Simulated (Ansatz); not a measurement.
# CH6ClNSi2: the cost of one run

The runs use Ansatz 0.2.0, Gaussian basis; functionals in def2-TZVPP, the program's frozen cores in correlated methods.

The runs, in order: PBE-D4, r2SCAN-D4, PBE0-D4, B3LYP-D4, ωB97X-V, ωB97M-V, B2PLYP; CCSD(T)/def2-TZVPP; MP2/def2-QZVPP; extrapolation to the limit.

### Step 1. Structure used throughout

An earlier PBE0-D4 in a triple-zeta def2 set relaxation fixed the geometry.

SMILES `[SiH3][C@@H]1N[Si@H]1Cl`, 11 atoms, charge 0, spin multiplicity 1.

Atoms are counted from 1 here; the program's logs count them from 0.

Bond lengths: Si1–C2 1.861 Å, Si1–H6 1.489 Å, Si1–H7 1.487 Å, Si1–H8 1.489 Å, C2–N3 1.533 Å, C2–Si4 1.823 Å, C2–H9 1.093 Å, N3–Si4 1.696 Å, N3–H10 1.009 Å, Si4–Cl5 2.041 Å, Si4–H11 1.471 Å. Angles: C2–Si1–H6 111.3°, C2–Si1–H7 109.4°, C2–Si1–H8 109.6°, H6–Si1–H7 108.6°, H6–Si1–H8 108.7°, H7–Si1–H8 109.1°, Si1–C2–N3 114.4°, Si1–C2–Si4 126.2°, Si1–C2–H9 116.2°, N3–C2–Si4 60.0°, N3–C2–H9 115.3°, Si4–C2–H9 112.3°, C2–N3–Si4 68.5°, C2–N3–H10 116.4°, Si4–N3–H10 128.2°, C2–Si4–N3 51.5°, C2–Si4–Cl5 118.2°, C2–Si4–H11 127.4° and more.

### Step 2. PBE-D4 (GGA)

in.yaml reads:

```yaml
crystal:
  periodic: [false, false, false]
  atoms:
    - {symbol: Si, position_ang: [-0.946796, 0.997938, -1.069936]}
    - {symbol: C, position_ang: [0.462672, 0.211774, -0.142969]}
    - {symbol: N, position_ang: [0.470160, -1.320786, -0.182571]}
    - {symbol: Si, position_ang: [0.334051, -0.741394, 1.405492]}
    - {symbol: Cl, position_ang: [1.935868, -0.746527, 2.670320]}
    - {symbol: H, position_ang: [-0.824202, 0.770730, -2.536336]}
    - {symbol: H, position_ang: [-2.231502, 0.411638, -0.605732]}
    - {symbol: H, position_ang: [-0.958236, 2.464380, -0.812186]}
    - {symbol: H, position_ang: [1.440481, 0.686631, -0.257119]}
    - {symbol: H, position_ang: [1.268097, -1.754803, -0.621776]}
    - {symbol: H, position_ang: [-0.884994, -1.036584, 2.173312]}
basis:
  gaussian: {orbitals: def2-TZVPP}
hamiltonian: {xc: pbe, dispersion: d4}
output: {forces: true, orbitals: {seedname: orbitals}}
```

Started as:

```bash
> ansatz run in.yaml --threads 4 --pin off --events-out ev --progress --plain --max-ram 10444MiB
```

Q: Estimate wall time and peak memory on 4 threads of Arm Neoverse V1, shared host.

About 3.5 s, with a peak of 0.41 GiB.
